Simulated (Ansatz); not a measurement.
**C2H3AlFN (SMILES [CH3][Al]([F])[C]#N): PBE/cc-pVDZ**

Aim: the vertical singlet–triplet gap of C2H3AlFN at PBE/cc-pVDZ, from 2 runs. 

The calculation is run with Ansatz 0.2.0.

114 further runs of the same task are left out: 114 set aside as unsound or not needed. Runs told in other sessions of the task aren't counted.

## 1. Starting point

C2H3AlFN has 8 atoms, charge 0, and is taken as a singlet. SMILES: `[CH3][Al]([F])[C]#N`. The coordinates come from a PBE0-D4/def2-TZVP relaxation.

Bond lengths: C1–Al2 1.922 Å, Al2–F3 1.642 Å, Al2–C4 1.932 Å, C4–N5 1.154 Å, C1–H6 1.094 Å, C1–H7 1.094 Å, C1–H8 1.092 Å. Angles: C1–Al2–F3 122.9°, C1–Al2–C4 123.0°, F3–Al2–C4 114.1°, Al2–C4–N5 177.1°, Al2–C1–H6 110.8°, Al2–C1–H7 110.8°, Al2–C1–H8 111.7°, H6–C1–H7 106.8°, H6–C1–H8 108.2°, H7–C1–H8 108.2°.

## 2. The energy at PBE/cc-pVDZ

Contents of run.yaml:

```yaml
basis:
  gaussian: {orbitals: cc-pVDZ}
crystal:
  periodic: [false, false, false]
  atoms:
    - {symbol: C, position_ang: [-0.796200, -0.780200, 0.685800]}
    - {symbol: Al, position_ang: [0.733700, 0.022200, -0.157100]}
    - {symbol: F, position_ang: [2.249400, -0.595500, -0.030200]}
    - {symbol: C, position_ang: [0.623900, 1.626000, -1.228300]}
    - {symbol: "N", position_ang: [0.500000, 2.584900, -1.857400]}
    - {symbol: H, position_ang: [-0.942000, -1.805200, 0.332600]}
    - {symbol: H, position_ang: [-0.659200, -0.835500, 1.769600]}
    - {symbol: H, position_ang: [-1.709600, -0.216500, 0.485000]}
hamiltonian: {xc: pbe}
accuracy: high
output: {orbitals: {seedname: orbitals}}
```

On the command line:

```console
ansatz run run.yaml --threads 1 --pin off --max-ram 2610MiB --events-out events.jsonl --progress --plain --runs-dir runs
```

Log:

```text
Warning: RAYON_NUM_THREADS=1 ignored (pool sized by the plan → 1); use --threads N
Functional definition: PBE
  name "PBE"
  parameter kappa = 0.804
  parameter beta = 0.06672455060314922
  exchange = pbe_x(kappa = kappa, mu = beta*pi^2/3)
  correlation = pbe_c(beta = beta)
1997 factors; integrals over basis functions are off by at most 3.9e-9 eV
mean field evaluation 1: about -12905.1494 eV, gradient 7.4e1 eV
mean field evaluation 2: about -12877.5585 eV, gradient 1.3e2 eV
mean field evaluation 4: about -12917.5189 eV, gradient 1.1e1 eV
mean field evaluation 8: about -12917.7663 eV, gradient 4.2e-1 eV
mean field evaluation 16: about -12917.7601 eV, gradient 1.2e-5 eV
mean field -12917.76006221 eV, -474.7189263139 hartree, gradient 8.3e-8 eV, S^2 0.000000; 0 other end points of the search recorded, 0 dependent functions left out
reference -12917.76006612 eV, -474.7189264576 hartree; 22, 22 occupied and 67, 67 virtual orbitals, 1997 factors
Total energy: -12917.76006612 eV, -474.7189264576 hartree
```

It took 6.9 s on 1 thread of Arm Neoverse V2, shared host; peak memory 0.22 GiB.

## 3. The triplet

Contents of job.yaml:

```yaml
basis:
  gaussian:
    orbitals: cc-pVDZ
crystal:
  periodic: [false, false, false]
  atoms:
    - {symbol: C, position_ang: [-0.796200, -0.780200, 0.685800]}
    - {symbol: Al, position_ang: [0.733700, 0.022200, -0.157100]}
    - {symbol: F, position_ang: [2.249400, -0.595500, -0.030200]}
    - {symbol: C, position_ang: [0.623900, 1.626000, -1.228300]}
    - {symbol: N, position_ang: [0.500000, 2.584900, -1.857400]}
    - {symbol: H, position_ang: [-0.942000, -1.805200, 0.332600]}
    - {symbol: H, position_ang: [-0.659200, -0.835500, 1.769600]}
    - {symbol: H, position_ang: [-1.709600, -0.216500, 0.485000]}
magnetization:
  spin_polarized: true
  initial_magnetization: 2
total_charge: 0
accuracy: high
hamiltonian:
  xc: pbe
output: {orbitals: {seedname: orbitals}}
```

On the command line:

```console
ansatz run job.yaml --threads 1 --pin off --max-ram 2610MiB --events-out events.jsonl --progress --plain --runs-dir runs
```

Log, cut to the lines that bear on the results:

```text
Warning: RAYON_NUM_THREADS=1 ignored (pool sized by the plan → 1); use --threads N
Functional definition: PBE
  name "PBE"
[...]
1997 factors; integrals over basis functions are off by at most 3.9e-9 eV
[...]
mean field -12912.58825579 eV, -474.5288659337 hartree, gradient 5.4e-8 eV, S^2 2.004050; 8 other end points of the search recorded, 0 dependent functions left out
reference -12912.58825986 eV, -474.5288660832 hartree; 23, 21 occupied and 66, 68 virtual orbitals, 1997 factors
Total energy: -12912.58825986 eV, -474.5288660832 hartree
```

It took 25 s on 1 thread of Arm Neoverse V2, shared host; peak memory 0.3 GiB.

## 4. Results

At PBE/cc-pVDZ:

| quantity | value |
| --- | --- |
| singlet: total energy | -474.71893 Eh |
| singlet: HOMO energy | -7.82 eV |
| singlet: LUMO energy | -2.53 eV |
| singlet: HOMO–LUMO gap | 5.29 eV |
| triplet: total energy | -474.52887 Eh |
| triplet: HOMO energy (highest over α and β) | -2.98 eV |
| triplet: ⟨S²⟩ | 2.004 |
| vertical energy of the triplet above the singlet | 5.172 eV |

What this shows: At this shape the triplet lies 5.17 eV (499 kJ/mol) above the singlet.
